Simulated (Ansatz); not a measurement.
Write the native input for Ansatz 0.2.0 that does the following.

```yaml
Task: single point
Functional: PBE
Potentials_or_basis: Ansatz PAW
Cutoff: "420 eV (not typed: the program's choice for these potentials)"
k_mesh: 7 × 7 × 7
Occupations: gaussian, width 0.017 eV
Spin: no spin polarisation
```

Crystal: BiS.

```xyz
2
Lattice="4.0029 0.0000 0.0000 0.0000 4.0029 0.0000 0.0000 0.0000 4.0029" Properties=species:S:1:pos:R:3 pbc="T T T"
Bi    2.0015    2.0015    2.0015
S     0.0000    0.0000    0.0000
```

The cell was built by a generator and needn't be a form met in nature.

These files were run (other wordings do the same):

input.yaml

```yaml
crystal:
  lattice:
    - [4.00294434, 0.0, 0.0]
    - [0.0, 4.00294434, 0.0]
    - [0.0, 0.0, 4.00294434]
  atoms:
    - { symbol: Bi, position: [0.5, 0.5, 0.5] }
    - { symbol: S, position: [0.0, 0.0, 0.0] }
hamiltonian:
  xc: pbe
  pseudopotentials: { kind: paw }
kpoints:
  mp_grid: { grid: [7, 7, 7] }
scf:
  occupations: { method: gaussian, width: 0.017 }
output:
  forces: true
  stress: true
  eigenvalues: true
```

Potentials or basis: Ansatz PAW.

The run is started by

```sh
$ ansatz run input.yaml --threads 2 --pin off --max-ram 5632MiB --backend cpu --events-out ev --progress --plain --runs-dir out
```

Results of the run:

```yaml
Pressure: -10.9 GPa
Band_gap_on_the_k_mesh: none (metal or under the smearing width)
```

Caveat: spin-orbit coupling is left out, which moves the levels of the heavy elements.

It took 0.32 s on 2 threads of AMD EPYC 9R45 96-Core Processor (Zen 5) (shared host), peak memory 0.35 GiB.
